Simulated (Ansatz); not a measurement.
# FH5OSSi2: up Jacob's ladder to CCSD(T)

How much do the methods differ for FH5OSSi2? The plan is to run it at one geometry with functionals of several rungs and with coupled cluster, and see how far each lands from CCSD(T) at the basis-set limit for the atomisation energy.

Program: Ansatz 0.2.0, Gaussian basis. Level of theory: functionals in def2-TZVPP, the program's frozen cores in correlated methods. These are calculated values, not measurements.

The runs, in order: PBE-D4, r2SCAN-D4, PBE0-D4, B3LYP-D4, ωB97X-V, ωB97M-V, B2PLYP; CCSD(T)/def2-TZVPP; MP2/def2-QZVPP; extrapolation to the limit.

### Step 1. The geometry

An earlier PBE0-D4 in a triple-zeta def2 set relaxation fixed the geometry.

SMILES `O[SiH2]S[SiH2]F`, 10 atoms, charge 0, spin multiplicity 1.

Atoms are counted from 1 here; the program's logs count them from 0.

Bond lengths: O1–Si2 1.635 Å, O1–H6 0.961 Å, Si2–S3 2.152 Å, Si2–H7 1.476 Å, Si2–H8 1.486 Å, S3–Si4 2.110 Å, Si4–F5 1.610 Å, Si4–H9 1.479 Å, Si4–H10 1.478 Å. Angles: Si2–O1–H6 116.8°, O1–Si2–S3 112.5°, O1–Si2–H7 107.0°, O1–Si2–H8 111.5°, S3–Si2–H7 106.7°, S3–Si2–H8 106.9°, H7–Si2–H8 112.2°, Si2–S3–Si4 95.7°, S3–Si4–F5 109.1°, S3–Si4–H9 112.4°, S3–Si4–H10 108.4°, F5–Si4–H9 105.7°, F5–Si4–H10 108.5°, H9–Si4–H10 112.5°.

### Step 2. PBE-D4 (GGA)

in.yaml reads:

```yaml
crystal:
  periodic: [false, false, false]
  atoms:
    - {symbol: O, position_ang: [-2.145181, 0.455417, 0.002108]}
    - {symbol: Si, position_ang: [-1.213204, -0.880782, -0.133627]}
    - {symbol: S, position_ang: [0.400230, -0.905834, 1.289847]}
    - {symbol: Si, position_ang: [1.611118, 0.480914, 0.258484]}
    - {symbol: F, position_ang: [0.743104, 1.796511, -0.068561]}
    - {symbol: H, position_ang: [-1.699242, 1.303382, -0.066973]}
    - {symbol: H, position_ang: [-2.073080, -2.038951, 0.178104]}
    - {symbol: H, position_ang: [-0.600905, -0.983142, -1.483556]}
    - {symbol: H, position_ang: [2.067840, -0.032607, -1.051132]}
    - {symbol: H, position_ang: [2.734518, 0.865691, 1.138606]}
basis:
  gaussian: {orbitals: def2-TZVPP}
hamiltonian: {xc: pbe, dispersion: d4}
output: {forces: true, orbitals: {seedname: orbitals}}
```

Command:

```console
ansatz run in.yaml --threads 4 --pin off --events-out ev --progress --plain --max-ram 10444MiB
```

Output, shortened:

```text
Functional definition: PBE
  name "PBE"
  cite "Perdew, Burke & Ernzerhof, Phys. Rev. Lett. 77, 3865 (1996) doi:10.1103/PhysRevLett.77.3865"
  parent pbe
[...]
1462 factors; their error is unknown
[...]
mean field -31425.82371073 eV, -1154.8777201808 hartree, gradient 4.8e-5 eV, S^2 0.000000; 0 other end points of the search recorded, 0 dependent functions left out
[...]
reference -31425.82375373 eV, -1154.8777217613 hartree; 33, 33 occupied and 225, 225 virtual orbitals, 1462 factors
Total energy: -31426.10122488 eV, -1154.8879186378 hartree
Atom 0 at    -2.145181     0.455417     0.002108 Å, force    -0.554065     0.038914     0.083291 eV/Å
Atom 1 at    -1.213204    -0.880782    -0.133627 Å, force     0.210744    -0.242459    -0.094634 eV/Å
Atom 2 at     0.400230    -0.905834     1.289847 Å, force     0.053197    -0.200146     0.301311 eV/Å
Atom 3 at     1.611118     0.480914     0.258484 Å, force     0.233054    -0.322471     0.041466 eV/Å
Atom 4 at     0.743104     1.796511    -0.068561 Å, force    -0.314683     0.535649    -0.132578 eV/Å
Atom 5 at    -1.699242     1.303382    -0.066973 Å, force     0.205142     0.384808    -0.033842 eV/Å
Atom 6 at    -2.073080    -2.038951     0.178104 Å, force    -0.109584    -0.128544     0.040325 eV/Å
Atom 7 at    -0.600905    -0.983142    -1.483556 Å, force     0.071497    -0.034951    -0.159941 eV/Å
Atom 8 at     2.067840    -0.032607    -1.051132 Å, force     0.063059    -0.064856    -0.158809 eV/Å
Atom 9 at     2.734518     0.865691     1.138606 Å, force     0.141640     0.034056     0.113410 eV/Å
Dipole moment:     0.212426     0.014032    -0.117415 e Å
```

Run time: 2.3 s. Hardware: 4 threads of AMD EPYC 7B13, shared host; peak memory 0.4 GiB.

Atomisation energy: 36.107 eV (free atoms -31389.995 eV, run apart). HOMO -6.80 eV, LUMO -1.15 eV.

### Step 3. r2SCAN-D4 (meta-GGA)

Changes to in.yaml since step 2:

```diff
@@ -15,3 +15,3 @@
   gaussian: {orbitals: def2-TZVPP}
-hamiltonian: {xc: pbe, dispersion: d4}
+hamiltonian: {xc: r2scan, dispersion: d4}
 output: {forces: true, orbitals: {seedname: orbitals}}
```

Same command.

Output, shortened:

```text
Functional definition: r2SCAN
  name "r2SCAN"
  cite "Furness, Kaplan, Ning, Perdew & Sun, J. Phys. Chem. Lett. 11, 8208 (2020) doi:10.1021/acs.jpclett.0c02405"
  cite "Furness, Kaplan, Ning, Perdew & Sun, J. Phys. Chem. Lett. 11, 9248 (2020) doi:10.1021/acs.jpclett.0c03077"
  parent r2scan
[...]
1462 factors; their error is unknown
[...]
mean field -31439.45221774 eV, -1155.3785585758 hartree, gradient 4.1e-5 eV, S^2 0.000000; 0 other end points of the search recorded, 0 dependent functions left out
[...]
reference -31439.45223033 eV, -1155.3785590384 hartree; 33, 33 occupied and 225, 225 virtual orbitals, 1462 factors
Total energy: -31439.51732081 eV, -1155.3809510694 hartree
Atom 0 at    -2.145181     0.455417     0.002108 Å, force    -0.053584     0.030458     0.005947 eV/Å
Atom 1 at    -1.213204    -0.880782    -0.133627 Å, force     0.011161    -0.049636    -0.046348 eV/Å
Atom 2 at     0.400230    -0.905834     1.289847 Å, force     0.027541    -0.037026     0.061758 eV/Å
Atom 3 at     1.611118     0.480914     0.258484 Å, force     0.061194    -0.015891    -0.012906 eV/Å
Atom 4 at     0.743104     1.796511    -0.068561 Å, force    -0.033809     0.033697    -0.015298 eV/Å
Atom 5 at    -1.699242     1.303382    -0.066973 Å, force     0.007819     0.019567    -0.001146 eV/Å
Atom 6 at    -2.073080    -2.038951     0.178104 Å, force     0.012631     0.026311    -0.013534 eV/Å
Atom 7 at    -0.600905    -0.983142    -1.483556 Å, force    -0.017586    -0.009706     0.015024 eV/Å
Atom 8 at     2.067840    -0.032607    -1.051132 Å, force     0.003072     0.012677     0.028706 eV/Å
Atom 9 at     2.734518     0.865691     1.138606 Å, force    -0.018439    -0.010451    -0.022204 eV/Å
Dipole moment:     0.221817     0.016168    -0.128508 e Å
```

Wall time 4.2 s (4 threads of AMD EPYC 7B13, shared host); peak memory 0.42 GiB.

With the free atoms at this level, -31403.358 eV in sum, the atomisation energy is 36.159 eV. HOMO -7.09 eV, LUMO -0.79 eV.

### Step 4. PBE0-D4 (hybrid)

Changes to in.yaml since step 3:

```diff
@@ -15,3 +15,3 @@
   gaussian: {orbitals: def2-TZVPP}
-hamiltonian: {xc: r2scan, dispersion: d4}
-output: {forces: true, orbitals: {seedname: orbitals}}
+hamiltonian: {xc: pbe0, dispersion: d4}
+output: {orbitals: {seedname: orbitals}}
```

The command is unchanged.

Output:

```text
Functional definition: PBE0
  name "PBE0"
  cite "Adamo & Barone, J. Chem. Phys. 110, 6158 (1999) doi:10.1063/1.478522"
  cite "Perdew, Burke & Ernzerhof, Phys. Rev. Lett. 77, 3865 (1996) doi:10.1103/PhysRevLett.77.3865"
  parent pbe
  parameter a = 0.25
  parameter kappa = 0.804
  parameter beta = 0.06672455060314922
  exchange = (1 - a)*pbe_x(kappa = kappa, mu = beta*pi^2/3) + a*exact_x
  correlation = pbe_c(beta = beta)
1499 factors; their error is unknown
mean field evaluation 1: about -31423.1025 eV, gradient 5.9e1 eV
mean field evaluation 2: about -31413.4505 eV, gradient 9.5e1 eV
mean field evaluation 4: about -31428.3070 eV, gradient 3.4e0 eV
mean field evaluation 8: about -31428.3260 eV, gradient 4.5e-2 eV
mean field evaluation 16: about -31428.3825 eV, gradient 4.9e-5 eV
mean field -31428.38250760 eV, -1154.9717542315 hartree, gradient 4.9e-5 eV, S^2 0.000000; 0 other end points of the search recorded, 0 dependent functions left out
reference -31428.38253983 eV, -1154.9717554160 hartree; 33, 33 occupied and 225, 225 virtual orbitals, 1499 factors
Total energy: -31428.61882684 eV, -1154.9804388033 hartree
```

Wall time 3 s (4 threads of AMD EPYC 7B13, shared host); peak memory 0.77 GiB.

With the free atoms at this level, -31393.032 eV in sum, the atomisation energy is 35.587 eV. HOMO -8.02 eV, LUMO -0.28 eV.

### Step 5. B3LYP-D4 (hybrid)

B3LYP here takes the VWN-RPA correlation.

Changes to in.yaml since step 4:

```diff
@@ -15,3 +15,3 @@
   gaussian: {orbitals: def2-TZVPP}
-hamiltonian: {xc: pbe0, dispersion: d4}
-output: {orbitals: {seedname: orbitals}}
+hamiltonian: {xc: {name: B3LYP}, dispersion: d4}
+output: {forces: true, orbitals: {seedname: orbitals}}
```

Same command.

Output, shortened:

```text
Functional definition: B3LYP
  name "B3LYP"
  cite "Stephens, Devlin, Chabalowski & Frisch, J. Phys. Chem. 98, 11623 (1994) doi:10.1021/j100096a001"
  cite "Becke, Phys. Rev. A 38, 3098 (1988) doi:10.1103/PhysRevA.38.3098"
  cite "Lee, Yang & Parr, Phys. Rev. B 37, 785 (1988) doi:10.1103/PhysRevB.37.785"
  cite "Vosko, Wilk & Nusair, Can. J. Phys. 58, 1200 (1980) doi:10.1139/p80-159"
[...]
1480 factors; their error is unknown
[...]
mean field -31445.31743083 eV, -1155.5941011811 hartree, gradient 3.6e-5 eV, S^2 0.000000; 0 other end points of the search recorded, 0 dependent functions left out
[...]
reference -31445.31770410 eV, -1155.5941112238 hartree; 33, 33 occupied and 225, 225 virtual orbitals, 1480 factors
Total energy: -31445.77004731 eV, -1155.6107345301 hartree
Atom 0 at    -2.145181     0.455417     0.002108 Å, force    -0.036780     0.112170     0.000341 eV/Å
Atom 1 at    -1.213204    -0.880782    -0.133627 Å, force    -0.114471    -0.286015    -0.166373 eV/Å
Atom 2 at     0.400230    -0.905834     1.289847 Å, force     0.024892    -0.087678     0.144939 eV/Å
Atom 3 at     1.611118     0.480914     0.258484 Å, force     0.363581    -0.045187    -0.022879 eV/Å
Atom 4 at     0.743104     1.796511    -0.068561 Å, force    -0.105988     0.159014    -0.043865 eV/Å
Atom 5 at    -1.699242     1.303382    -0.066973 Å, force    -0.036604     0.052900     0.004045 eV/Å
Atom 6 at    -2.073080    -2.038951     0.178104 Å, force     0.050799     0.075191    -0.031305 eV/Å
Atom 7 at    -0.600905    -0.983142    -1.483556 Å, force    -0.058949    -0.000259     0.091490 eV/Å
Atom 8 at     2.067840    -0.032607    -1.051132 Å, force    -0.022009     0.041698     0.090016 eV/Å
Atom 9 at     2.734518     0.865691     1.138606 Å, force    -0.064471    -0.021835    -0.066410 eV/Å
Dipole moment:     0.241983    -0.004331    -0.126646 e Å
```

Wall time 4.5 s (4 threads of AMD EPYC 7B13, shared host); peak memory 0.83 GiB.

Atomisation energy: 35.837 eV (free atoms -31409.933 eV, run apart). HOMO -7.75 eV, LUMO -0.47 eV.

### Step 6. ωB97X-V (range-separated)

Changes to in.yaml since step 5:

```diff
@@ -15,3 +15,3 @@
   gaussian: {orbitals: def2-TZVPP}
-hamiltonian: {xc: {name: B3LYP}, dispersion: d4}
-output: {forces: true, orbitals: {seedname: orbitals}}
+hamiltonian: {xc: {name: wB97X-V}}
+output: {orbitals: {seedname: orbitals}}
```

The command is unchanged.

Output, shortened:

```text
Functional definition: wB97X-V
  name "wB97X-V"
  cite "Mardirossian & Head-Gordon, Phys. Chem. Chem. Phys. 16, 9904 (2014) doi:10.1039/C3CP54374A"
  cite "Becke, J. Chem. Phys. 107, 8554 (1997) doi:10.1063/1.475007"
  cite "Vydrov & Van Voorhis, J. Chem. Phys. 133, 244103 (2010) doi:10.1063/1.3521275"
[...]
      + integral(e_c_pw_opposite_spin*poly(b97_u_opposite, cos0, cos1)) + vv10(b, c)
1475 factors; their error is unknown
308 factors; integrals over basis functions are off by at most 9.8e-6 eV
[...]
mean field -31437.96203638 eV, -1155.3237954210 hartree, gradient 7.5e-5 eV, S^2 0.000000; 0 other end points of the search recorded, 0 dependent functions left out
reference -31437.96203426 eV, -1155.3237953430 hartree; 33, 33 occupied and 225, 225 virtual orbitals, 1475 factors
Total energy: -31437.96203426 eV, -1155.3237953430 hartree
```

It took 7 s on 4 threads of AMD EPYC 7B13, shared host; peak memory 0.92 GiB.

With the free atoms at this level, -31401.620 eV in sum, the atomisation energy is 36.342 eV. HOMO -10.36 eV, LUMO 1.79 eV.

### Step 7. ωB97M-V (range-separated)

Changes to in.yaml since step 6:

```diff
@@ -15,3 +15,3 @@
   gaussian: {orbitals: def2-TZVPP}
-hamiltonian: {xc: {name: wB97X-V}}
-output: {orbitals: {seedname: orbitals}}
+hamiltonian: {xc: {name: wB97M-V}}
+output: {forces: true, orbitals: {seedname: orbitals}}
```

Same command.

Output, shortened:

```text
Functional definition: wB97M-V
  name "wB97M-V"
  cite "Mardirossian & Head-Gordon, J. Chem. Phys. 144, 214110 (2016) doi:10.1063/1.4952647"
  cite "Becke, J. Chem. Phys. 107, 8554 (1997) doi:10.1063/1.475007"
  cite "Vydrov & Van Voorhis, J. Chem. Phys. 133, 244103 (2010) doi:10.1063/1.3521275"
  # Of w^i u^j: cxij and so on, Table III.
[...]
  gx(w, u) = 1 - cx + cx01*u + cx10*w
  gss(w, u) = css00 + css04*u^4 + css10*w + css20*w^2 + css43*w^4*u^3
  gos(w, u) = cos00 + cos10*w + (cos20 + cos21*u)*w^2 + (cos60 + cos61*u)*w^6
[...]
      + integral(e_c_pw_mod_opposite_spin*gos(b97_w_opposite, b97_u_opposite)) + vv10(b, c)
1475 factors; their error is unknown
308 factors; integrals over basis functions are off by at most 9.8e-6 eV
[...]
Atom 0 at    -2.145181     0.455417     0.002108 Å, force    -0.004887     0.105848     0.003228 eV/Å
Atom 1 at    -1.213204    -0.880782    -0.133627 Å, force     0.002937    -0.250078    -0.123070 eV/Å
Atom 2 at     0.400230    -0.905834     1.289847 Å, force    -0.005312     0.007217     0.004020 eV/Å
Atom 3 at     1.611118     0.480914     0.258484 Å, force     0.287987    -0.116477    -0.021200 eV/Å
Atom 4 at     0.743104     1.796511    -0.068561 Å, force    -0.094790     0.087168    -0.026456 eV/Å
Atom 5 at    -1.699242     1.303382    -0.066973 Å, force    -0.027747    -0.010563     0.006350 eV/Å
Atom 6 at    -2.073080    -2.038951     0.178104 Å, force     0.106738     0.144800    -0.043741 eV/Å
Atom 7 at    -0.600905    -0.983142    -1.483556 Å, force    -0.064306     0.019269     0.156167 eV/Å
Atom 8 at     2.067840    -0.032607    -1.051132 Å, force    -0.058973     0.060962     0.161700 eV/Å
Atom 9 at     2.734518     0.865691     1.138606 Å, force    -0.141647    -0.048146    -0.116998 eV/Å
Dipole moment:     0.238959     0.004620    -0.126813 e Å
```

Run time: 10 s. Hardware: 4 threads of AMD EPYC 7B13, shared host; peak memory 1.1 GiB.

Atomisation energy: 36.250 eV (free atoms -31404.354 eV, run apart). HOMO -10.19 eV, LUMO 1.51 eV.

### Step 8. B2PLYP (double hybrid)

Changes to in.yaml since step 7:

```diff
@@ -15,3 +15,2 @@
   gaussian: {orbitals: def2-TZVPP}
-hamiltonian: {xc: {name: wB97M-V}}
-output: {forces: true, orbitals: {seedname: orbitals}}
+hamiltonian: {xc: {name: B2PLYP}}
```

Launched as before.

Output, shortened:

```text
Functional definition: B2PLYP
  name "B2PLYP"
  cite "Grimme, J. Chem. Phys. 124, 034108 (2006) doi:10.1063/1.2148954"
  cite "Becke, Phys. Rev. A 38, 3098 (1988) doi:10.1103/PhysRevA.38.3098"
  cite "Lee, Yang & Parr, Phys. Rev. B 37, 785 (1988) doi:10.1103/PhysRevB.37.785"
[...]
1523 factors; integrals over basis functions are off by at most 1.1e-3 eV
[...]
mean field -31422.87007731 eV, -1154.7691761547 hartree, gradient 2.5e-6 eV, S^2 0.000000; 0 other end points of the search recorded, 0 dependent functions left out
17 core orbitals not correlated: weight in the atoms' cores, before any rotation towards them, 1.000 or more for the frozen orbitals, at most 0.000 for the correlated occupied ones
reference -31422.87025001 eV, -1154.7691825015 hartree; 16, 16 occupied and 225, 225 virtual orbitals, 1523 factors
second order -29.94150360 eV of doubles, -0.00000000 eV of singles
Total energy: -31430.95445599 eV, -1155.0662715913 hartree
```

Run time: 4.8 s. Hardware: 4 threads of AMD EPYC 7B13, shared host; peak memory 0.7 GiB.

Atomisation energy: 35.529 eV (free atoms -31395.425 eV, run apart).

### Step 9. Orbital energies across the functionals

Dipoles come from the runs that computed forces. Levels, from each run's orbital file:

| functional | HOMO (eV) | LUMO (eV) | gap (eV) | dipole (D) |
| --- | --- | --- | --- | --- |
| PBE-D4 | -6.80 | -1.15 | 5.64 | 1.17 |
| r2SCAN-D4 | -7.09 | -0.79 | 6.30 | 1.23 |
| PBE0-D4 | -8.02 | -0.28 | 7.73 |  |
| B3LYP-D4 | -7.75 | -0.47 | 7.28 | 1.31 |
| ωB97X-V | -10.36 | 1.79 | 12.15 |  |
| ωB97M-V | -10.19 | 1.51 | 11.70 | 1.30 |

### Step 10. CCSD(T) in def2-TZVPP

Changes to in.yaml since step 8:

```diff
@@ -15,2 +15,2 @@
   gaussian: {orbitals: def2-TZVPP}
-hamiltonian: {xc: {name: B2PLYP}}
+correlation: {method: ccsd_t}
```

The command is unchanged.

Output, shortened:

```text
Functional definition: HF
  name "HF"
  cite "Fock, Z. Phys. 61, 126 (1930) doi:10.1007/BF01340294"
  parent pbe
[...]
1523 factors; integrals over basis functions are off by at most 1.1e-3 eV
[...]
mean field -31372.11057209 eV, -1152.9037987441 hartree, gradient 4.5e-6 eV, S^2 0.000000; 0 other end points of the search recorded, 0 dependent functions left out
17 core orbitals not correlated: weight in the atoms' cores, before any rotation towards them, 1.000 or more for the frozen orbitals, at most 0.000 for the correlated occupied ones
reference -31372.11057209 eV, -1152.9037987441 hartree; 16, 16 occupied and 225, 225 virtual orbitals, 1523 factors
second order -24.78355809 eV of doubles, -0.00000000 eV of singles
cycle   1  -25.26688754 eV  change   -4.8e-1 eV  update   1.1e-1
[...]
cycle   9  -25.98265111 eV  change   -3.0e-5 eV  update   2.5e-5
perturbative correction -0.94673202 eV, -0.0347917601 hartree
Total energy: -31399.03995522 eV, -1153.8934353207 hartree
```

Wall time 1.9 min (4 threads of AMD EPYC 7B13, shared host); peak memory 5.6 GiB.

### Step 11. MP2 in def2-QZVPP

Changes to in.yaml since step 10:

```diff
@@ -14,3 +14,3 @@
 basis:
-  gaussian: {orbitals: def2-TZVPP}
-correlation: {method: ccsd_t}
+  gaussian: {orbitals: "def2-QZVPP.json"}
+correlation: {method: mp2}
```

The command is unchanged.

Output:

```text
Functional definition: HF
  name "HF"
  cite "Fock, Z. Phys. 61, 126 (1930) doi:10.1007/BF01340294"
  parent pbe
  exchange = exact_x
  correlation = 0
2830 factors; integrals over basis functions are off by at most 7.5e-4 eV
mean field evaluation 1: about -31368.9352 eV, gradient 4.5e1 eV
mean field evaluation 2: about -31369.1207 eV, gradient 4.5e1 eV
mean field evaluation 4: about -31373.0943 eV, gradient 3.4e0 eV
mean field evaluation 8: about -31373.1529 eV, gradient 2.7e-1 eV
mean field -31373.15334900 eV, -1152.9421200887 hartree, gradient 3.1e-6 eV, S^2 0.000000; 0 other end points of the search recorded, 0 dependent functions left out
17 core orbitals not correlated: weight in the atoms' cores, before any rotation towards them, 1.000 or more for the frozen orbitals, at most 0.000 for the correlated occupied ones
reference -31373.15334900 eV, -1152.9421200887 hartree; 16, 16 occupied and 441, 441 virtual orbitals, 2830 factors
second order -26.96668497 eV of doubles, -0.00000000 eV of singles
Total energy: -31400.12003397 eV, -1153.9331274826 hartree
```

Run time: 18 s. Hardware: 4 threads of AMD EPYC 7B13, shared host; peak memory 2.9 GiB.

The pieces so far (eV):

| basis | HF | MP2 correlation | CCSD correlation | (T) | total |
| --- | --- | --- | --- | --- | --- |
| def2-TZVPP | -31372.1106 | -24.7836 | -25.9827 | -0.9467 | -31399.0400 |
| def2-QZVPP | -31373.1533 | -26.9667 |  |  | -31400.1200 (MP2) |

The report of the def2-TZVPP run gives T1 = 0.0119.

### Step 12. The basis-set limit

This step is arithmetic on the last runs, with X = 3 and 4: exp(−7.88√X) for Hartree-Fock, X^−2.97 for correlation; only MP2 was run in the larger set, so CCSD(T) minus MP2 is added from the smaller one.

| level | energy at the limit (eV) |
| --- | --- |
| HF | -31373.2970 |
| MP2 | -31401.8808 |
| CCSD | -31403.0799 |
| CCSD(T) | -31404.0266 |

### Step 13. All levels against the reference

Free atoms (1 O, 2 Si, 1 S, 1 F, 5 H) were run apart at each level; the atomisation energy is their sum less the molecule, without zero-point or spin-orbit terms.

Differences are taken before rounding.

| method | rung | atoms, summed (eV) | atomisation energy (eV) | from CCSD(T)/CBS (eV) | time |
| --- | --- | --- | --- | --- | --- |
| PBE-D4 | GGA | -31389.995 | 36.107 | -0.196 | 2.3 s |
| r2SCAN-D4 | meta-GGA | -31403.358 | 36.159 | -0.143 | 4.2 s |
| PBE0-D4 | hybrid | -31393.032 | 35.587 | -0.716 | 3 s |
| B3LYP-D4 | hybrid | -31409.933 | 35.837 | -0.466 | 4.5 s |
| ωB97X-V | range-separated | -31401.620 | 36.342 | +0.040 | 7 s |
| ωB97M-V | range-separated | -31404.354 | 36.250 | -0.053 | 10 s |
| B2PLYP | double hybrid | -31395.425 | 35.529 | -0.773 | 4.8 s |
| HF/def2-TZVPP | wavefunction | -31345.616 | 26.494 | -9.808 |  |
| MP2/def2-TZVPP | wavefunction | -31361.074 | 35.820 | -0.482 |  |
| CCSD/def2-TZVPP | wavefunction | -31363.490 | 34.603 | -1.699 |  |
| CCSD(T)/def2-TZVPP | wavefunction | -31363.925 | 35.115 | -1.188 | 1.9 min |
| MP2/CBS | wavefunction | -31364.873 | 37.008 | +0.705 |  |
| CCSD(T)/CBS | wavefunction | -31367.724 | 36.302 | 0 | 2.2 min |

Among the levels timed on like hardware and quicker than the yardstick, those that no quicker one beats, quickest first: PBE-D4 (2.3 s, -0.196 eV); r2SCAN-D4 (4.2 s, -0.143 eV); ωB97X-V (7 s, +0.040 eV).

B2PLYP carry no dispersion term (for B3LYP, D4 adds 0.452 eV).

Times are those of the molecule's run; HF, MP2 and CCSD come out of the CCSD(T) runs, and the limit's time is the sum of the runs that it needs.

### Step 14. What came out

| quantity | value |
| --- | --- |
| atomisation energy, CCSD(T)/CBS | 36.302 eV |
| functionals within 0.182 eV (0.5 %) | r2SCAN-D4, ωB97X-V, ωB97M-V |
| farthest | B2PLYP (-0.773 eV) |
| mean size of error, hybrid | 0.591 eV |
| mean size of error, range-separated | 0.046 eV |
| gap, smallest and largest | 5.64 eV (PBE-D4), 12.15 eV (ωB97X-V) |
| T1 diagnostic | 0.0119 |
| triples share of the correlation energy | 3.5 % |

In words: PBE-D4 misses by -0.196 eV. Double hybrids carry the basis error of their MP2 part in triple zeta, and no dispersion term here, so their miss is partly the set-up's. Misses under about 0.182 eV are within the doubt on the reference itself, which lacks core-valence correlation, relativity and higher excitations. Hartree-Fock recovers 73 % of the binding; the rest is correlation. The gap grows from 5.6 to 12.1 eV across the functionals, mostly with the share of exact exchange.

ωB97X-V reaches 0.040 eV from the reference in 7 s, where CCSD(T)/CBS took 2.2 min; the quickest level in the cost chart, PBE-D4, takes 2.3 s and misses by 0.196 eV.
